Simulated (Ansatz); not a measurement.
# BH2F (SMILES BF): PBE/STO-3G

Aim: the electronic atomisation energy of BH2F at PBE/STO-3G, from 4 runs. 

The results are computed with Ansatz 0.2.0.

39 further runs of the same task are left out: 39 set aside as unsound or not needed.

### Step 1. Starting point

BH2F: 4 atoms, total charge 0, spin state singlet. SMILES: `BF`. Geometry: relaxed at PBE0-D4/def2-TZVP.

Bond lengths: B1–F2 1.317 Å, B1–H3 1.197 Å, B1–H4 1.198 Å. Angles: F2–B1–H3 117.8°, F2–B1–H4 117.8°, H3–B1–H4 124.4°.

### Step 2. The energy at PBE/STO-3G

The input, input.yaml:

```yaml
basis:
  gaussian: {orbitals: STO-3G}
crystal:
  periodic: [false, false, false]
  atoms:
    - {symbol: B, position_ang: [-0.027300, -0.004000, -0.030800]}
    - {symbol: F, position_ang: [1.061200, -0.296700, 0.649900]}
    - {symbol: H, position_ang: [-1.012500, -0.649100, 0.186200]}
    - {symbol: H, position_ang: [0.034200, 0.889600, -0.825600]}
hamiltonian: {xc: pbe}
accuracy: high
```

The run is started by

```sh
ansatz run input.yaml --threads 1 --pin off --max-ram 2610MiB --events-out events.jsonl --progress --plain --runs-dir runs
```

Output:

```text
Warning: RAYON_NUM_THREADS=1 ignored (pool sized by the plan → 1); use --threads N
Functional definition: PBE
  name "PBE"
  parameter kappa = 0.804
  parameter beta = 0.06672455060314922
  exchange = pbe_x(kappa = kappa, mu = beta*pi^2/3)
  correlation = pbe_c(beta = beta)
186 factors; integrals over basis functions are off by at most 8.6e-9 eV
mean field evaluation 1: about -3374.4121 eV, gradient 9.4e0 eV
mean field evaluation 2: about -3374.4205 eV, gradient 9.0e0 eV
mean field evaluation 4: about -3374.7095 eV, gradient 2.9e-1 eV
mean field evaluation 8: about -3374.6613 eV, gradient 1.6e-3 eV
mean field evaluation 16: about -3374.6613 eV, gradient 5.7e-8 eV
mean field -3374.66129791 eV, -124.0165152706 hartree, gradient 5.7e-8 eV, S^2 0.000000; 0 other end points of the search recorded, 0 dependent functions left out
reference -3374.66129928 eV, -124.0165153210 hartree; 8, 8 occupied and 4, 4 virtual orbitals, 186 factors
Total energy: -3374.66129928 eV, -124.0165153210 hartree
```

Wall time 0.54 s (1 thread of Arm Neoverse V1, shared host).

### Step 3. The B atom, same level

The input, in.yaml:

```yaml
crystal:
  periodic: [false, false, false]
  atoms:
    - {symbol: B, position_ang: [0.000000, 0.000000, 0.000000]}
basis:
  gaussian: {orbitals: STO-3G}
magnetization: {spin_polarized: true, initial_magnetization: 1}
hamiltonian: {xc: {name: PBE}}
accuracy: high
```

The run is started by

```sh
ansatz run in.yaml --threads 1 --pin off --max-ram 2610MiB --events-out events.jsonl --progress --plain --runs-dir runs
```

Output, shortened:

```text
Warning: RAYON_NUM_THREADS=1 ignored (pool sized by the plan → 1); use --threads N
[... 6 set-up lines as earlier in the session ...]
15 factors; integrals over basis functions are off by at most 8.9e-10 eV
mean field evaluation 1: about -659.1828 eV, gradient 1.2e-6 eV
mean field evaluation 2: about -659.1827 eV, gradient 3.8e-6 eV
mean field evaluation 4: about -659.1827 eV, gradient 8.0e-7 eV
mean field evaluation 8: about -659.1825 eV, gradient 0.0e0 eV
mean field evaluation 16: about -659.1379 eV, gradient 5.5e0 eV
mean field -659.18268237 eV, -24.2245167672 hartree, gradient 0.0e0 eV, S^2 0.750000; 2 other end points of the search recorded, 0 dependent functions left out
reference -659.18268363 eV, -24.2245168132 hartree; 3, 2 occupied and 2, 3 virtual orbitals, 15 factors
Total energy: -659.18268363 eV, -24.2245168132 hartree
```

Wall time 0.28 s (1 thread of Arm Neoverse V1, shared host).

### Step 4. The F atom

The input, run.yaml:

```yaml
basis:
  gaussian:
    orbitals: STO-3G
crystal:
  periodic: [false, false, false]
  atoms:
    - {symbol: F, position_ang: [0.000000, 0.000000, 0.000000]}
magnetization:
  spin_polarized: true
  initial_magnetization: 1
hamiltonian:
  xc: {name: PBE}
accuracy: high
```

Run the same way, it converges to -98.16855 Eh (log not shown).

### Step 5. The H atom

The input, run.yaml:

```yaml
crystal:
  periodic: [false, false, false]
  atoms:
    - {symbol: H, position_ang: [0.000000, 0.000000, 0.000000]}
basis:
  gaussian:
    orbitals: STO-3G
magnetization:
  spin_polarized: true
  initial_magnetization: 1
hamiltonian:
  xc: {name: PBE}
accuracy: high
```

Run the same way, it converges to -0.46438 Eh (log not shown).

### Step 6. Summary of results

Level: PBE/STO-3G.

```
                     quantity          value
       molecule: total energy  -124.01652 Eh
         B atom: total energy   -24.22452 Eh
                 B atom: ⟨S²⟩          0.750
         F atom: total energy   -98.16855 Eh
                 F atom: ⟨S²⟩          0.750
         H atom: total energy    -0.46438 Eh
                 H atom: ⟨S²⟩          0.750
electronic atomisation energy      18.904 eV
```

Taking the molecule apart into free atoms costs 18.90 eV (436 kcal/mol), before zero-point energy and without spin-orbit coupling. In a minimal basis such a difference can be off by several eV, whatever the method.
